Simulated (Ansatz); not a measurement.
# Cr (sc type): how the settings move a single-point run

How sensitive is a single-point run of Cr (sc type) to its settings? A reference run comes first, then one run with altered input.

Method: reference: DFT, PBEsol, PAW with Ansatz's default frozen-core files, scalar-relativistic, in Ansatz 0.2.0.

1 further run of the same task is left out (it didn't finish).

### Step 1. Starting point

The structure is cubic, space group Pm-3m (No. 221). Conventional cell: a = 2.179 Å, b = 2.179 Å, c = 2.179 Å, α = 90.00°, β = 90.00°, γ = 90.00°. Cr (site symmetry m-3m) has 6 Cr at 2.18 Å as nearest neighbours.

Structure file:

```cif
data_structure
_symmetry_space_group_name_H-M 'P 1'
_symmetry_Int_Tables_number 1
_cell_length_a 2.1791
_cell_length_b 2.1791
_cell_length_c 2.1791
_cell_angle_alpha 90.000
_cell_angle_beta 90.000
_cell_angle_gamma 90.000
_cell_volume 10.35
loop_
_atom_site_label
_atom_site_type_symbol
_atom_site_fract_x
_atom_site_fract_y
_atom_site_fract_z
_atom_site_occupancy
Cr1 Cr 0.00000 0.00000 0.00000 1
```

### Step 2. The reference run

Input file input.yaml:

```yaml
crystal:
  lattice:
    - [2.1790768136, 0.0, 0.0]
    - [0.0, 2.1790768136, 0.0]
    - [0.0, 0.0, 2.1790768136]
  atoms:
    - { symbol: Cr, position: [0.0, 0.0, 0.0], spin: 2.0 }
magnetization:
  spin_polarized: true
kpoints:
  mp_grid: { grid: [16, 16, 16] }
scf:
  occupations: { method: fermi_dirac, width: 0.1 }
hamiltonian:
  xc: pbesol
  pseudopotentials: { kind: paw }
output:
  forces: true
  stress: true
  eigenvalues: true
  populations: true
```

On the command line:

```bash
$ ansatz run input.yaml --threads 1 --pin off --max-ram 3072MiB --backend cpu --events-out ev --progress --plain --runs-dir out
```

### Step 3. Changing settings: mixing.algorithm broyden, mixing.beta 0.05

Edit input.yaml of step 2 so:

```diff
@@ -13,2 +13,3 @@
   occupations: { method: fermi_dirac, width: 0.1 }
+  mixing: { algorithm: broyden, beta: 0.05 }
 hamiltonian:
```

Q: Predict the outcome of this session. Wanted: for each run, ending; energy change; pressure; gap; force.

**Answer**, as computed:

```tsv
run	ending	energy change	pressure (GPa)	gap (eV)	force (eV/Å)	cycles	time
reference	converged	0	51.7	0.00	0.00	10	5.3 s
1: mixing.algorithm broyden, mixing.beta 0.05	converged	0.0 meV/atom	51.7	0.00	0.00	26	10 s
```

Residual by cycle in the longest SCF loop of each run; runs are numbered as in the table. The quantity is the density residual dr2, in eV.

```tsv
cycle	reference	run 1
1	3.85	3.85
3	0.011	0.134
6	1.3e-5	0.0743
8	1.9e-9	0.00396
10	2.1e-13	3.4e-4
12	-	6.2e-6
15	-	2.6e-8
17	-	2.7e-9
19	-	5.4e-10
21	-	2.3e-10
24	-	6.3e-11
26	-	6.4e-10
```

Same state: the changed mixing leaves the energy within 0.5 meV/atom. Cost: 26 SCF cycles against 10, 10 s against 5.3 s. The structure is not at rest: the sound run finds 52 GPa, so these are no properties of the relaxed crystal. 
